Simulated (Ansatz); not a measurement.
# C2H5AlGe: one species, many methods

Aim: compute C2H5AlGe with functionals from several rungs and with coupled cluster, and see how far each lands from CCSD(T) at the basis-set limit for the atomisation energy.

The runs use Ansatz 0.2.0, Gaussian basis; functionals in def2-TZVPP, the program's frozen cores in correlated methods.

Levels to be run: LDA (SPW92), PBE-D4, revPBE-D4, BLYP-D4, r2SCAN-D4, B97M-V, PBE0-D4, B3LYP-D4, r2SCANh-D4, r2SCAN0-D4, HSE06-D4, BHLYP-D4, CAM-B3LYP-D4, LC-ωPBE, ωB97X-V, ωB97M-V, B2PLYP, PBE-QIDH; CCSD(T)/def2-SVP; CCSD(T)/def2-TZVPP; MP2/def2-QZVPP; extrapolation to the limit; RPA on PBE.

**1. Structure used throughout**

An earlier PBE0-D4 in a triple-zeta def2 set relaxation fixed the geometry.

SMILES `[GeH3][Al]1[CH]=[CH]1`, 9 atoms, charge 0, spin multiplicity 1.

Atoms are counted from 1 here; the program's logs count them from 0.

Bond lengths: Ge1–Al2 2.455 Å, Ge1–H5 1.537 Å, Ge1–H6 1.538 Å, Ge1–H7 1.537 Å, Al2–C3 1.859 Å, Al2–C4 1.859 Å, C3–C4 1.363 Å, C3–H8 1.089 Å, C4–H9 1.089 Å. Angles: Al2–Ge1–H5 111.3°, Al2–Ge1–H6 109.7°, Al2–Ge1–H7 111.4°, H5–Ge1–H6 108.0°, H5–Ge1–H7 108.3°, H6–Ge1–H7 108.0°, Ge1–Al2–C3 158.5°, Ge1–Al2–C4 158.5°, C3–Al2–C4 43.0°, Al2–C3–C4 68.5°, Al2–C3–H8 163.3°, C4–C3–H8 128.2°, Al2–C4–C3 68.5°, Al2–C4–H9 163.3°, C3–C4–H9 128.2°.

**2. LDA**

This LDA is Slater exchange with PW92 correlation.

in.yaml

```yaml
crystal:
  periodic: [false, false, false]
  atoms:
    - {symbol: Ge, position_ang: [-0.392553, 1.586664, -1.375958]}
    - {symbol: Al, position_ang: [0.064839, -0.249500, 0.188170]}
    - {symbol: C, position_ang: [-0.264589, -1.538828, 1.486436]}
    - {symbol: C, position_ang: [1.047966, -1.523310, 1.119583]}
    - {symbol: H, position_ang: [0.551751, 1.536101, -2.587975]}
    - {symbol: H, position_ang: [-0.184299, 2.935641, -0.666169]}
    - {symbol: H, position_ang: [-1.840836, 1.537427, -1.889015]}
    - {symbol: H, position_ang: [-0.751551, -2.180668, 2.218572]}
    - {symbol: H, position_ang: [1.857873, -2.149826, 1.489257]}
basis:
  gaussian: {orbitals: def2-TZVPP}
hamiltonian: {xc: lda}
output: {orbitals: {seedname: orbitals}}
```

On the command line:

```bash
ansatz run in.yaml --threads 2 --pin off --events-out ev --progress --plain --max-ram 4352MiB
```

The runs that follow: PBE-D4 (GGA); revPBE-D4 (GGA); BLYP-D4 (GGA); r2SCAN-D4 (meta-GGA); B97M-V (meta-GGA); B3LYP-D4 (hybrid); r2SCANh-D4 (hybrid); r2SCAN0-D4 (hybrid); HSE06-D4 (hybrid); BHLYP-D4 (hybrid); CAM-B3LYP-D4 (range-separated); LC-ωPBE (range-separated); ωB97X-V (range-separated); ωB97M-V (range-separated); B2PLYP (double hybrid); PBE-QIDH (double hybrid); CCSD(T) in def2-SVP; CCSD(T) in def2-TZVPP; MP2 in def2-QZVPP; RPA on PBE orbitals.

Before running them: what should the planned runs give, taken together? Wanted: atomisation energy, CCSD(T)/CBS; farthest beyond LDA; mean size of error, GGA; mean size of error, meta-GGA; mean size of error, hybrid; mean size of error, range-separated; mean size of error, double hybrid; gap, smallest and largest; T1 diagnostic.

**Answer**, as computed:

```
                               quantity                                                                                                              value
        atomisation energy, CCSD(T)/CBS                                                                                                      2942.4 kJ/mol
 functionals within 29.4 kJ/mol (1.0 %)  r2SCAN-D4, PBE0-D4, B3LYP-D4, r2SCANh-D4, r2SCAN0-D4, HSE06-D4, CAM-B3LYP-D4, LC-ωPBE, ωB97X-V, ωB97M-V, PBE-QIDH
                    farthest beyond LDA                                                                                            BHLYP-D4 (-89.5 kJ/mol)
                mean size of error, GGA                                                                                                        37.0 kJ/mol
           mean size of error, meta-GGA                                                                                                        28.7 kJ/mol
             mean size of error, hybrid                                                                                                        23.0 kJ/mol
    mean size of error, range-separated                                                                                                        10.8 kJ/mol
      mean size of error, double hybrid                                                                                                        27.4 kJ/mol
              gap, smallest and largest                                                                           3.28 eV (LDA (SPW92)), 9.86 eV (LC-ωPBE)
                          T1 diagnostic                                                                                                             0.0135
triples share of the correlation energy                                                                                                              4.3 %
```

In words: The LDA atomisation energy is off by 407.3 kJ/mol (14 %): it overbinds. PBE-D4 is off by +38.1 kJ/mol. Double hybrids carry the basis error of their MP2 part in triple zeta, and no dispersion term here, so their miss is partly the set-up's. The rungs range-separated, hybrid, double hybrid, meta-GGA miss on average by less than the doubt on the reference (29.4 kJ/mol), so they tie. The reference freezes the cores and leaves out relativity and excitations past (T), and its outer-core shells are covered unevenly, so misses under about 29.4 kJ/mol can't be ranked. Hartree-Fock recovers 72 % of the binding; the rest is correlation. CCSD(T) in def2-SVP is off by -154.2 kJ/mol, more than most functionals: a good method in a small basis is no reference. The gap grows from 3.3 to 9.9 eV across the functionals, mostly with the share of exact exchange. Correlated methods include outer-core shells of Ge, which these sets cover unevenly.
